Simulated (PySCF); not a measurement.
**BCl2F (SMILES FB(Cl)Cl): MP2/STO-6G**

Aim: the vertical singlet–triplet gap of BCl2F at MP2/STO-6G, from 2 runs. 

The results are computed with PySCF 2.14.0.

4 further runs of the same task are left out: 4 set aside as unsound or not needed.

### 1 The molecule

BCl2F: 4 atoms, total charge 0, spin state singlet. As SMILES, `FB(Cl)Cl`. The coordinates come from a GFN2-xTB relaxation.

Bond lengths: B1–Cl2 1.712 Å, B1–Cl3 1.712 Å, B1–F4 1.323 Å. Angles: Cl2–B1–Cl3 123.6°, Cl2–B1–F4 118.2°, Cl3–B1–F4 118.2°.

### 2 A single-point energy at MP2/STO-6G

Input file run.py:

```python
# BCl2F
from pyscf import gto, scf, mp

molecule = gto.M(
    atom='B -0.037880 -0.063210 -0.000480; Cl 1.671570 -0.146640 0.013750; Cl -0.914230 1.407130 -0.016990; F -0.719460 -1.197280 0.003720',
    charge=0,
    max_memory=1860,
    basis='sto-6g',
    verbose=3,
)

mf = scf.RHF(molecule)
mf.conv_tol = 1e-10
mf.kernel()
if not mf.converged:
    mf = mf.newton().run(mf.mo_coeff, mf.mo_occ)

pt = mp.MP2(mf, frozen=12).run()
energy = pt.e_tot
print('Final energy', energy)
```

The run is started by

```sh
OMP_NUM_THREADS=1 python run.py
```

The log of the run:

```text
converged SCF energy = -1039.69799125919
E(RMP2) = -1039.77426049908  E_corr = -0.0762692398899282
E(SCS-RMP2) = -1039.77410527677  E_corr = -0.076114017572256
Final energy -1039.7742604990826
```

It took 1.1 s on 1 thread of Intel Xeon Platinum 8488C (Sapphire Rapids), shared host; peak memory 0.12 GiB.

### 3 The triplet at the same level

Input file job.py:

```python
from pyscf import gto, mp

mol = gto.Mole()
mol.atom = 'B -0.037880 -0.063210 -0.000480; Cl 1.671570 -0.146640 0.013750; Cl -0.914230 1.407130 -0.016990; F -0.719460 -1.197280 0.003720'
mol.verbose = 3
mol.charge = 0
mol.basis = 'sto-6g'
mol.max_memory = 1860
mol.spin = 2
mol.build()

hf = mol.UHF()
hf.conv_tol = 1e-10
hf.kernel()
if not hf.converged:
    hf = hf.newton().run(hf.mo_coeff, hf.mo_occ)

pt = mp.MP2(hf, frozen=12).run()
energy = pt.e_tot
print('E(%s) = %.9f' % ('MP2', energy))
```

The run is started by

```sh
OMP_NUM_THREADS=1 python job.py
```

The log of the run:

```text
WARN: HOMO 0.155177120394932 >= LUMO -0.486326770694896

WARN: HOMO -0.135127157047222 >= LUMO -0.154137788247934

converged SCF energy = -1039.3896265094  <S^2> = 2.0116543  2S+1 = 3.0077595
E(UMP2) = -1039.44866964167  E_corr = -0.0590431322672797
E(SCS-UMP2) = -1039.4483369651  E_corr = -0.0587104557036687
E(MP2) = -1039.448669642
```

Run time: 1.3 s. Hardware: 1 thread of Intel Xeon Platinum 8488C (Sapphire Rapids), shared host; peak memory 0.12 GiB.

### 4 Outcome

At MP2/STO-6G, 12 core orbitals frozen:

```
                                                           quantity           value
                                              singlet: total energy  -1039.77426 Eh
                      singlet: dipole moment (Hartree–Fock density)          0.93 D
                       singlet: HOMO energy (Hartree–Fock orbitals)       -11.67 eV
                       singlet: LUMO energy (Hartree–Fock orbitals)         5.67 eV
                     singlet: HOMO–LUMO gap (Hartree–Fock orbitals)        17.34 eV
              singlet: correlation energy (12 core orbitals frozen)       -76.3 mEh
                                              triplet: total energy  -1039.44867 Eh
                      triplet: dipole moment (Hartree–Fock density)          1.63 D
triplet: HOMO energy (Hartree–Fock orbitals) (highest over α and β)        -3.83 eV
 triplet: LUMO energy (Hartree–Fock orbitals) (lowest over α and β)        -3.47 eV
              triplet: correlation energy (12 core orbitals frozen)       -59.0 mEh
                         triplet: ⟨S²⟩ of the reference determinant           2.012
                   vertical energy of the triplet above the singlet        8.860 eV
```

**Reading.** At this shape the triplet lies 8.86 eV (204 kcal/mol) above the singlet. In a minimal basis such a difference can be off by several eV, whatever the method. Mulliken charges (singlet) of the mean-field density run from -0.19 on Cl3 to +0.55 on B1. Mulliken charges (triplet) of the mean-field density run from -0.24 on F4 to +0.20 on B1.
